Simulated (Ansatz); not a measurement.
# Ga27SnAs26: the cost of one run

Method: DFT, PBE, plane-wave PAW, default files, scalar-relativistic, in Ansatz 0.2.0.

1 further run of the same task is left out (it didn't finish).

## Step 1: The starting structure

Symmetry: F-43m, No. 216, cubic system. The conventional cell has a = 16.961 Å, b = 16.961 Å, c = 16.961 Å, α = 90.00°, β = 90.00°, γ = 90.00°. Ga (site symmetry 3m) is surrounded by 1 Sn at 2.45 Å and 3 As at 2.45 Å. Around Ga (site symmetry 2mm) lie 4 As at 2.45 Å. Ga (site symmetry m) is surrounded by 4 As at 2.45 Å. Ga (site symmetry -43m) is surrounded by 4 As at 2.45 Å. Ga (site symmetry 3m) has 4 As at 2.45 Å as nearest neighbours. Around Sn (site symmetry -43m) lie 4 Ga at 2.45 Å. Around As (site symmetry m) lie 4 Ga at 2.45 Å. As (site symmetry 3m) is surrounded by 4 Ga at 2.45 Å. Only part of the 10 independent sites is listed.

Coordinates:

```
Ga Sn As
1.0
     0.00000    8.48055    8.48055
     8.48055    0.00000    8.48055
     8.48055    8.48055    0.00000
Ga Sn As
27 1 26
Direct
  0.00000 0.00000 0.00000
  0.00000 0.00000 0.33333
  0.00000 0.00000 0.66667
  0.00000 0.33333 0.00000
  0.00000 0.33333 0.33333
  0.00000 0.33333 0.66667
  0.00000 0.66667 0.00000
  0.00000 0.66667 0.33333
  0.00000 0.66667 0.66667
  0.33333 0.00000 0.00000
  0.33333 0.00000 0.33333
  0.33333 0.00000 0.66667
  0.33333 0.33333 0.00000
  0.33333 0.33333 0.33333
  0.33333 0.33333 0.66667
  0.33333 0.66667 0.00000
  0.33333 0.66667 0.33333
  0.33333 0.66667 0.66667
  0.66667 0.00000 0.00000
  0.66667 0.00000 0.33333
  0.66667 0.00000 0.66667
  0.66667 0.33333 0.00000
  0.66667 0.33333 0.33333
  0.66667 0.33333 0.66667
  0.66667 0.66667 0.00000
  0.66667 0.66667 0.33333
  0.66667 0.66667 0.66667
  0.08333 0.08333 0.08333
  0.08333 0.08333 0.41667
  0.08333 0.08333 0.75000
  0.08333 0.41667 0.08333
  0.08333 0.41667 0.41667
  0.08333 0.41667 0.75000
  0.08333 0.75000 0.08333
  0.08333 0.75000 0.41667
  0.08333 0.75000 0.75000
  0.41667 0.08333 0.08333
  0.41667 0.08333 0.41667
  0.41667 0.08333 0.75000
  0.41667 0.41667 0.08333
  0.41667 0.41667 0.41667
  0.41667 0.41667 0.75000
  0.41667 0.75000 0.08333
  0.41667 0.75000 0.41667
  0.41667 0.75000 0.75000
  0.75000 0.08333 0.08333
  0.75000 0.08333 0.41667
  0.75000 0.08333 0.75000
  0.75000 0.41667 0.08333
  0.75000 0.41667 0.41667
  0.75000 0.41667 0.75000
  0.75000 0.75000 0.08333
  0.75000 0.75000 0.41667
  0.75000 0.75000 0.75000
```

Atom 28 of the input is the impurity.

## Step 2: Gradients at the starting positions

input.yaml reads:

```yaml
crystal:
  lattice:
    - [0.0, 8.48055, 8.48055]
    - [8.48055, 0.0, 8.48055]
    - [8.48055, 8.48055, 0.0]
  atoms:
    - { symbol: Ga, position: [0.0, 0.0, 0.0] }
    - { symbol: Ga, position: [0.0, 0.0, 0.3333333333] }
    - { symbol: Ga, position: [0.0, 0.0, 0.6666666667] }
    - { symbol: Ga, position: [0.0, 0.3333333333, 0.0] }
    - { symbol: Ga, position: [0.0, 0.3333333333, 0.3333333333] }
    - { symbol: Ga, position: [0.0, 0.3333333333, 0.6666666667] }
    - { symbol: Ga, position: [0.0, 0.6666666667, 0.0] }
    - { symbol: Ga, position: [0.0, 0.6666666667, 0.3333333333] }
    - { symbol: Ga, position: [0.0, 0.6666666667, 0.6666666667] }
    - { symbol: Ga, position: [0.3333333333, 0.0, 0.0] }
    - { symbol: Ga, position: [0.3333333333, 0.0, 0.3333333333] }
    - { symbol: Ga, position: [0.3333333333, 0.0, 0.6666666667] }
    - { symbol: Ga, position: [0.3333333333, 0.3333333333, 0.0] }
    - { symbol: Ga, position: [0.3333333333, 0.3333333333, 0.3333333333] }
    - { symbol: Ga, position: [0.3333333333, 0.3333333333, 0.6666666667] }
    - { symbol: Ga, position: [0.3333333333, 0.6666666667, 0.0] }
    - { symbol: Ga, position: [0.3333333333, 0.6666666667, 0.3333333333] }
    - { symbol: Ga, position: [0.3333333333, 0.6666666667, 0.6666666667] }
    - { symbol: Ga, position: [0.6666666667, 0.0, 0.0] }
    - { symbol: Ga, position: [0.6666666667, 0.0, 0.3333333333] }
    - { symbol: Ga, position: [0.6666666667, 0.0, 0.6666666667] }
    - { symbol: Ga, position: [0.6666666667, 0.3333333333, 0.0] }
    - { symbol: Ga, position: [0.6666666667, 0.3333333333, 0.3333333333] }
    - { symbol: Ga, position: [0.6666666667, 0.3333333333, 0.6666666667] }
    - { symbol: Ga, position: [0.6666666667, 0.6666666667, 0.0] }
    - { symbol: Ga, position: [0.6666666667, 0.6666666667, 0.3333333333] }
    - { symbol: Ga, position: [0.6666666667, 0.6666666667, 0.6666666667] }
    - { symbol: Sn, position: [0.0833333333, 0.0833333333, 0.0833333333] }
    - { symbol: As, position: [0.0833333333, 0.0833333333, 0.4166666667] }
    - { symbol: As, position: [0.0833333333, 0.0833333333, 0.75] }
    - { symbol: As, position: [0.0833333333, 0.4166666667, 0.0833333333] }
    - { symbol: As, position: [0.0833333333, 0.4166666667, 0.4166666667] }
    - { symbol: As, position: [0.0833333333, 0.4166666667, 0.75] }
    - { symbol: As, position: [0.0833333333, 0.75, 0.0833333333] }
    - { symbol: As, position: [0.0833333333, 0.75, 0.4166666667] }
    - { symbol: As, position: [0.0833333333, 0.75, 0.75] }
    - { symbol: As, position: [0.4166666667, 0.0833333333, 0.0833333333] }
    - { symbol: As, position: [0.4166666667, 0.0833333333, 0.4166666667] }
    - { symbol: As, position: [0.4166666667, 0.0833333333, 0.75] }
    - { symbol: As, position: [0.4166666667, 0.4166666667, 0.0833333333] }
    - { symbol: As, position: [0.4166666667, 0.4166666667, 0.4166666667] }
    - { symbol: As, position: [0.4166666667, 0.4166666667, 0.75] }
    - { symbol: As, position: [0.4166666667, 0.75, 0.0833333333] }
    - { symbol: As, position: [0.4166666667, 0.75, 0.4166666667] }
    - { symbol: As, position: [0.4166666667, 0.75, 0.75] }
    - { symbol: As, position: [0.75, 0.0833333333, 0.0833333333] }
    - { symbol: As, position: [0.75, 0.0833333333, 0.4166666667] }
    - { symbol: As, position: [0.75, 0.0833333333, 0.75] }
    - { symbol: As, position: [0.75, 0.4166666667, 0.0833333333] }
    - { symbol: As, position: [0.75, 0.4166666667, 0.4166666667] }
    - { symbol: As, position: [0.75, 0.4166666667, 0.75] }
    - { symbol: As, position: [0.75, 0.75, 0.0833333333] }
    - { symbol: As, position: [0.75, 0.75, 0.4166666667] }
    - { symbol: As, position: [0.75, 0.75, 0.75] }
total_charge: -1
kpoints:
  mp_grid: { grid: [2, 2, 2] }
scf:
  occupations: { method: fermi_dirac, width: 0.01 }
hamiltonian:
  xc: pbe
  pseudopotentials: { kind: paw }
output:
  forces: true
  stress: true
  populations: true
  efg:
    quadrupole_moments_barn: { Ga: 0.107, Sn: -0.132, As: 0.311 }
    contact_densities: true
  write_density: true
  write_potential: true
  elf: true
  volumetric_format: npy
```

Launch:

```
$ ansatz run input.yaml --threads 4 --pin off --max-ram 8192MiB --backend cpu --events-out ev --progress --plain --runs-dir out
```

**Question.** How long does this run take on 4 threads of Arm Neoverse V2, shared host, and how much memory does it need?

About 79 s, with a peak of 5.8 GiB.
